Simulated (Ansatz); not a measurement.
# CH7ClSi (built from SMILES C[SiH2]Cl.[H][H]): search for a transition state, part 2 of 3

Ansatz 0.2.0, Gaussian basis; PBE0-D4. Earlier steps stand in the parts before.

**3. Force constants to start from**

Contents of hessian/in.yaml:

```yaml
crystal:
  periodic: [false, false, false]
  atoms:
    - {symbol: Si, position_ang: [-0.467156, 0.872754, -0.159030]}
    - {symbol: C, position_ang: [0.838099, -0.703835, 0.403032]}
    - {symbol: H, position_ang: [-1.506408, 1.108512, 0.870927]}
    - {symbol: H, position_ang: [0.614666, 1.897591, 0.054354]}
    - {symbol: Cl, position_ang: [-0.842882, 1.216642, -2.162482]}
    - {symbol: H, position_ang: [-0.452376, -0.850839, -0.043814]}
    - {symbol: H, position_ang: [-1.616102, -0.825040, -0.500762]}
    - {symbol: H, position_ang: [1.171346, -0.343485, 1.388747]}
    - {symbol: H, position_ang: [1.637229, -0.586674, -0.344490]}
    - {symbol: H, position_ang: [0.623385, -1.785626, 0.493517]}
basis:
  gaussian: {orbitals: def2-SVP}
hamiltonian: {xc: pbe0, dispersion: d4}
phonons: {}
scf: {lower_state_search: off}
```

Run with:

```sh
> ansatz run in.yaml --threads 4 --pin off --events-out ev --progress --plain --max-ram 9574MiB
```

The log of the run, cut to the lines that bear on the results:

```text
Functional definition: PBE0
  name "PBE0"
  cite "Adamo & Barone, J. Chem. Phys. 110, 6158 (1999) doi:10.1063/1.478522"
  cite "Perdew, Burke & Ernzerhof, Phys. Rev. Lett. 77, 3865 (1996) doi:10.1103/PhysRevLett.77.3865"
  parent pbe
[...]
898 factors; integrals over basis functions are off by at most 3.8e-4 eV
[...]
mean field -21532.84274803 eV, -791.3173755051 hartree, gradient 3.0e-6 eV, S^2 0.000000; 0 other end points of the search recorded, 0 dependent functions left out
[...]
WARN: phonons: modes at or below zero, which the zero-point energy, F, S and C_V leave out: 1, the lowest at -1507.28 cm⁻¹. A minimum has none, and a first-order saddle one
[...]
Atom 8 at     1.637229    -0.586674    -0.344490 Å, force    -0.010434    -0.000750     0.008472 eV/Å
Atom 9 at     0.623385    -1.785626     0.493517 Å, force     0.003047     0.017641    -0.002170 eV/Å
Dipole moment:     0.399106    -0.178824     0.394803 e Å
Vibrations: -1507.28 117.92 182.94 423.67 477.34 525.62 668.58 693.48 709.90 806.35 904.44 943.86 1023.19 1129.97 1222.16 1356.99 1401.90 1419.24 1742.17 2159.66 2283.32 3036.36 3141.77 3188.75 cm⁻¹, zero-point energy 1.832460 eV
Checks for a lower state left out: stability, starts, cluster_reference, orbital_swaps, neighbouring_geometries, increment
```

It took 1.8 min on 4 threads of Intel Xeon at 2.50GHz, shared host.

The structure is not stationary yet, so these wavenumbers are no spectrum; the search needs only the force constants.

**4. Saddle search in the small basis**

A small driver takes partitioned rational-function steps: uphill along one mode, downhill along the rest. It calls the program once a step for energy and forces and updates the Hessian by Bofill's formula. It stops when the largest force is under 0.04 eV/Å and the followed curvature is negative. The first step's input:

Contents of presaddle/in.yaml:

```yaml
crystal:
  periodic: [false, false, false]
  atoms:
    - {symbol: Si, position_ang: [-0.467156, 0.872754, -0.159030]}
    - {symbol: C, position_ang: [0.838099, -0.703835, 0.403032]}
    - {symbol: H, position_ang: [-1.506408, 1.108512, 0.870927]}
    - {symbol: H, position_ang: [0.614666, 1.897591, 0.054354]}
    - {symbol: Cl, position_ang: [-0.842882, 1.216642, -2.162482]}
    - {symbol: H, position_ang: [-0.452376, -0.850839, -0.043814]}
    - {symbol: H, position_ang: [-1.616102, -0.825040, -0.500762]}
    - {symbol: H, position_ang: [1.171346, -0.343485, 1.388747]}
    - {symbol: H, position_ang: [1.637229, -0.586674, -0.344490]}
    - {symbol: H, position_ang: [0.623385, -1.785626, 0.493517]}
basis:
  gaussian: {orbitals: def2-SVP}
hamiltonian: {xc: pbe0, dispersion: d4}
output: {forces: true}
scf: {lower_state_search: off}
```

Run with:

```sh
> ansatz run in.yaml --threads 4 --pin off --events-out ev --progress --plain --max-ram 9574MiB
```

Step by step:

```csv
step,energy (eV),largest force (eV/Å),followed curvature (eV/Å²)
1,-21533.01186,2.2625,-13.24
2,-21533.19755,1.2796,-13.55
3,-21533.22896,0.9937,-13.96
4,-21533.24360,0.7598,-13.96
5,-21533.27639,0.4056,-13.96
6,-21533.28892,0.2994,-13.97
7,-21533.29297,0.3253,-14.04
8,-21533.29894,0.1490,-14.06
9,-21533.30015,0.1916,-14.05
10,-21533.30401,0.1131,-14.00
11,-21533.30411,0.1121,-14.09
12,-21533.30497,0.0597,-13.98
13,-21533.30486,0.0544,-13.76
14,-21533.30538,0.0797,-16.05
15,-21533.30540,0.0624,-15.75
16,-21533.30544,0.0698,-15.81
17,-21533.30562,0.0884,-15.83
18,-21533.30570,0.1048,-15.77
19,-21533.30603,0.1181,-15.76
20,-21533.30646,0.0427,-15.74
21,-21533.30681,0.0354,-15.74
```

The 21 steps took 36 s in all (4 threads of Intel Xeon at 2.50GHz, shared host).

**5. Saddle search in triple zeta**

A small driver takes partitioned rational-function steps: uphill along one mode, downhill along the rest. It calls the program once a step for energy and forces and updates the Hessian by Bofill's formula. It stops when the largest force is under 0.01 eV/Å and the followed curvature is negative. The first step's input:

Contents of saddle/in.yaml:

```yaml
crystal:
  periodic: [false, false, false]
  atoms:
    - {symbol: Si, position_ang: [-0.466617, 0.754836, -0.278830]}
    - {symbol: C, position_ang: [0.799543, -0.715266, 0.611196]}
    - {symbol: H, position_ang: [-1.308739, 0.851276, 0.936349]}
    - {symbol: H, position_ang: [0.761267, 1.563754, -0.504807]}
    - {symbol: Cl, position_ang: [-1.671693, 1.747483, -1.742378]}
    - {symbol: H, position_ang: [-0.303145, -0.847651, -0.430526]}
    - {symbol: H, position_ang: [-1.030023, -0.649788, -1.082405]}
    - {symbol: H, position_ang: [1.089403, -0.121468, 1.492614]}
    - {symbol: H, position_ang: [1.703598, -0.899305, 0.006868]}
    - {symbol: H, position_ang: [0.426206, -1.683871, 0.991918]}
basis:
  gaussian: {orbitals: def2-TZVP}
hamiltonian: {xc: pbe0, dispersion: d4}
output: {forces: true}
scf: {lower_state_search: off}
```

Run with:

```sh
> ansatz run in.yaml --threads 4 --pin off --events-out ev --progress --plain --max-ram 9574MiB
```

The driver's record:

```csv
step,energy (eV),largest force (eV/Å),followed curvature (eV/Å²)
1,-21541.79383,0.2797,-15.74
2,-21541.80728,0.2433,-15.69
3,-21541.80553,0.2527,-15.63
4,-21541.79634,0.4629,-15.59
5,-21541.80173,0.3284,-15.56
6,-21541.80731,0.2512,-15.56
7,-21541.81141,0.2411,-15.70
8,-21541.81297,0.1926,-15.70
9,-21541.81349,0.0966,-15.83
10,-21541.81353,0.0376,-15.85
11,-21541.81350,0.1202,-15.87
12,-21541.81330,0.0678,-15.84
13,-21541.81380,0.0145,-15.83
14,-21541.81384,0.0283,-15.78
15,-21541.81387,0.0377,-15.82
16,-21541.81391,0.0146,-15.76
17,-21541.81392,0.0202,-15.74
18,-21541.81393,0.0077,-15.74
```

The 18 steps took 57 s in all (4 threads of Intel Xeon at 2.50GHz, shared host).

Geometry at the end of the search:

```xyz
10
CH7ClSi
Si   -0.4705    0.7327   -0.2670
C     0.7656   -0.7174    0.6519
H    -1.2705    0.8055    0.9698
H     0.7314    1.5102   -0.6195
Cl   -1.8494    1.7514   -1.5440
H    -0.1643   -0.8093   -0.5791
H    -0.7965   -0.5762   -1.2838
H     1.1523   -0.0525    1.4296
H     1.6265   -1.0878    0.0862
H     0.2751   -1.5566    1.1560
```

Followed mode, largest move set to 1: H6 (0.80, 0.19, 0.57); Si1 (-0.42, 0.00, -0.25); H7 (-0.13, 0.30, 0.01); Cl5 (-0.14, 0.17, -0.20).

**6. Checking the order of the point**

Contents of vib/in.yaml:

```yaml
crystal:
  periodic: [false, false, false]
  atoms:
    - {symbol: Si, position_ang: [-0.470456, 0.732746, -0.267039]}
    - {symbol: C, position_ang: [0.765601, -0.717429, 0.651858]}
    - {symbol: H, position_ang: [-1.270461, 0.805485, 0.969759]}
    - {symbol: H, position_ang: [0.731442, 1.510222, -0.619491]}
    - {symbol: Cl, position_ang: [-1.849357, 1.751365, -1.544007]}
    - {symbol: H, position_ang: [-0.164317, -0.809321, -0.579109]}
    - {symbol: H, position_ang: [-0.796541, -0.576177, -1.283778]}
    - {symbol: H, position_ang: [1.152327, -0.052484, 1.429597]}
    - {symbol: H, position_ang: [1.626468, -1.087817, 0.086232]}
    - {symbol: H, position_ang: [0.275094, -1.556589, 1.155976]}
basis:
  gaussian: {orbitals: def2-TZVP}
hamiltonian: {xc: pbe0, dispersion: d4}
phonons: {temperatures: {t_min: 298.15, t_max: 900, t_step: 200}}
```

Run with:

```sh
> ansatz run in.yaml --threads 4 --pin off --events-out ev --progress --plain --max-ram 9574MiB
```

The log of the run, cut to the lines that bear on the results:

```text
[... 5 set-up lines as earlier in the session ...]
[...]
1024 factors; their error is unknown
[...]
mean field -21541.66370801 eV, -791.6415398054 hartree, gradient 2.0e-5 eV, S^2 0.000000; 0 other end points of the search recorded, 0 dependent functions left out
[...]
WARN: phonons: modes at or below zero, which the zero-point energy, F, S and C_V leave out: 1, the lowest at -1327.78 cm⁻¹. A minimum has none, and a first-order saddle one
[...]
Atom 7 at     1.152327    -0.052484     1.429597 Å, force    -0.005467    -0.005591    -0.003956 eV/Å
Atom 8 at     1.626468    -1.087817     0.086232 Å, force     0.007663    -0.006735    -0.002726 eV/Å
Atom 9 at     0.275094    -1.556589     1.155976 Å, force     0.004509     0.006106    -0.002763 eV/Å
Dipole moment:     0.363178    -0.430984     0.263007 e Å
Vibrations: -1327.78 96.47 203.65 233.75 384.58 497.45 575.35 689.19 693.66 764.57 979.50 984.30 1128.51 1162.82 1234.84 1447.13 1464.50 1986.35 2114.96 2243.87 2288.37 3026.13 3118.40 3120.47 cm⁻¹, zero-point energy 1.886967 eV
```

Run time: 2.6 min. Hardware: 4 threads of Intel Xeon at 2.50GHz, shared host.

The modes, with what each moves most:

```csv
mode,wavenumber (cm⁻¹),character
1,1328i,"changes Si1–H7, C2–H6, H6–H7"
2,96,bend
3,204,"not assigned (largely outside the bonds, angles and torsions drawn)"
4,234,"not assigned (largely outside the bonds, angles and torsions drawn)"
5,385,Si–Cl stretch
6,497,bend
7,575,"not assigned (largely outside the bonds, angles and torsions drawn)"
8,689,"not assigned (largely outside the bonds, angles and torsions drawn)"
9,694,"not assigned (largely outside the bonds, angles and torsions drawn)"
10,765,bend
11,980,"not assigned (largely outside the bonds, angles and torsions drawn)"
12,984,"not assigned (largely outside the bonds, angles and torsions drawn)"
13,1129,Si–H stretch with bend
14,1163,bend
15,1235,bend
16,1447,bend
17,1464,bend
18,1986,Si–H stretch
19,2115,Si–H stretch with bend
20,2244,Si–H stretch
21,2288,Si–H stretch
22,3026,C–H stretch
23,3118,C–H stretch
24,3120,C–H stretch
```

Vibrational sums (real modes only):

```csv
T (K),entropy (J/mol/K),heat capacity (J/mol/K)
298,45.6,56.4
498,82.8,89.8
698,117.2,114.0
898,148.2,131.7
```

[end of part 2 of 3]
